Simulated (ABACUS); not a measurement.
# Bi2Te3 (Tellurobismuthite) in ABACUS: the effect of basis

Crystal: Bi2Te3 (Tellurobismuthite).

```
Bi Te
1.0
     2.20752    1.27451   10.23299
    -2.20752    1.27451   10.23299
     0.00000   -2.54903   10.23299
Bi Te
2 3
Direct
  0.60000 0.60000 0.60000
  0.40000 0.40000 0.40000
  0.79050 0.79050 0.79050
  0.20950 0.20950 0.20950
  0.00000 0.00000 0.00000
```

The cell isn't the ideal one: volume scaled by 1.02.

Alike in all runs:

```yaml
Program: ABACUS 3.10.1
Task: equation of state
Functional: PBE
Potentials_or_basis: PseudoDojo NC SR 0.4.1 PBE standard
k_mesh: 5 × 5 × 5
Occupations: fermi-dirac, width 0.05 eV
Spin: no spin polarisation
```

```csv
basis,cutoff,gap on the mesh (eV),pressure (GPa),largest force (eV/Å)
DZP,1361 eV,0.35,2.0,0.05
TZDP,1361 eV,?,?,?
pw,1129 eV,0.30,0.9,0.14
```

Problem. What does the run with basis TZDP give?

Solution. gap on the mesh 0.30 eV; pressure 1.2 GPa; largest force 0.12 eV/Å.

Caveats: spin-orbit coupling is left out, which as a rule narrows the gap of such compounds by several tenths of an eV; an odd mesh through Γ misses points on the zone boundary, where band edges often lie; the atomic orbitals were generated for these runs and aren't a published set (some runs); the basis of atomic orbitals isn't converged, which shifts pressures, moduli and gaps (some runs).
